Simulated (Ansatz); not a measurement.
# ZnPb2N2: the cost of one run

Program: Ansatz 0.2.0. Level of theory: DFT PBE, scalar-relativistic, plane waves, PAW. These are calculated values, not measurements.

### 1 The structure to begin with

The structure is tetragonal, space group I4/mmm (No. 139). The conventional cell has a = 4.445 Å, b = 4.445 Å, c = 10.921 Å, α = 90.00°, β = 90.00°, γ = 90.00°. Zn (site symmetry 4/mmm) has 8 N at 3.37 Å and 8 Pb at 3.52 Å as nearest neighbours. Around Pb (site symmetry -4m2) lie 4 N at 2.69 Å. N (site symmetry 4mm) has 1 N at 2.45 Å and 4 Pb at 2.69 Å and 4 Zn at 3.37 Å as nearest neighbours.

Structure file:

```cif
data_structure
_symmetry_space_group_name_H-M 'I4/mmm'
_symmetry_Int_Tables_number 139
_cell_length_a 4.4449
_cell_length_b 4.4449
_cell_length_c 10.9208
_cell_angle_alpha 90.000
_cell_angle_beta 90.000
_cell_angle_gamma 90.000
_cell_volume 215.77
loop_
_atom_site_label
_atom_site_type_symbol
_atom_site_symmetry_multiplicity
_atom_site_Wyckoff_symbol
_atom_site_fract_x
_atom_site_fract_y
_atom_site_fract_z
_atom_site_occupancy
Zn1 Zn 2 a 0.00000 0.00000 0.00000 1
Pb1 Pb 4 d 0.00000 0.50000 0.25000 1
N1 N 4 e 0.00000 0.00000 0.38800 1
```

This is candidate A: LiCu2P2 type (I4/mmm, No. 139).

(A quick probe on a coarse mesh, which set the mesh and smearing, is not shown.)

### 3 Coarse relaxation (candidate A)

File input.yaml:

```yaml
crystal:
  lattice:
    - [-2.2224638541, 2.2224638541, 5.4603884246]
    - [2.2224638541, -2.2224638541, 5.4603884246]
    - [2.2224638541, 2.2224638541, -5.4603884246]
  atoms:
    - { symbol: Zn, position: [0.0, 0.0, 0.0] }
    - { symbol: Pb, position: [0.75, 0.25, 0.5] }
    - { symbol: Pb, position: [0.25, 0.75, 0.5] }
    - { symbol: "N", position: [0.388, 0.388, 0.0] }
    - { symbol: "N", position: [0.612, 0.612, 0.0] }
basis:
  ecutwfc: 420
kpoints:
  mp_grid: { grid: [6, 6, 6] }
hamiltonian:
  xc: pbe
scf:
  occupations: { method: gaussian, width: 0.1 }
  lower_state_search: "off"
output:
  forces: true
  stress: true
  eigenvalues: true
relax:
  adjacent_minimum: "off"
  f_tol: 0.04
  max_steps: 70
  cell: { stress_tol: 0.4 }
```

Launch:

```
> ansatz run input.yaml --threads 1 --pin off --max-ram 2560MiB --backend cpu --events-out ev --progress --plain --runs-dir out
```

What time and memory should one allow on 1 thread of Intel Xeon Platinum 8375C at 2.90GHz (Ice Lake), shared host?

About 2 min, with a peak of 0.5 GiB.
